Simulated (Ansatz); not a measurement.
**BiTe under changes of volume**

One of the cells (33.725 Å³/atom); the others are scaled copies at fixed shape and fractional positions:

```
CELL_PARAMETERS angstrom
2.42271 1.39875 3.31729
-2.42271 1.39875 3.31729
0.00000 -2.79750 3.31729
ATOMIC_POSITIONS crystal
Bi 0.50000 0.50000 0.50000
Te 0.00000 0.00000 0.00000
```

The cell comes from a database or a generator and needn't be the stable form of this composition.

```yaml
Program: Ansatz 0.2.0
Functional: PBEsol
Potentials_or_basis: Ansatz PAW
Cutoff: "420 eV (not typed: the program's choice for these potentials)"
k_mesh: 7 × 7 × 7
Occupations: fermi-dirac, width 0.05 eV
Spin: no spin polarisation
```

| volume (Å³/atom) | energy over the lowest point (meV/atom) | pressure (GPa) |
| --- | --- | --- |
| 31.701 | 1.06 | 0.8 |
| 32.376 | 0.00 | -0.3 |
| 33.050 | 3.61 | -1.4 |
| 33.725 | 11.41 | -2.3 |
| 34.399 | 22.92 | -3.2 |
| 35.074 | ? | ? |
| 35.748 | 55.54 | -4.6 |

What does the run at 35.074 Å³/atom give?

Energy over the lowest point 37.75 meV/atom; pressure -3.9 GPa.

Worked out: A Birch-Murnaghan fit of order 3 (a polynomial in V^(-2/3)) to the other rows has its minimum at 32.18 Å³/atom with B0 = V·E''(V) = 55 GPa and B' = 4.5 at fixed shape and positions, which overstates the stiffness. It gives 37.76 meV/atom at 35.074 Å³/atom, against the run's 37.75, and -dE/dV = -3.9 GPa, against -3.9.

Energies are extrapolated to zero smearing.

Caveats: the PAW data sets come from PBE, with cores solved anew for the run's functional, which leaves a small shift of forces and pressure.
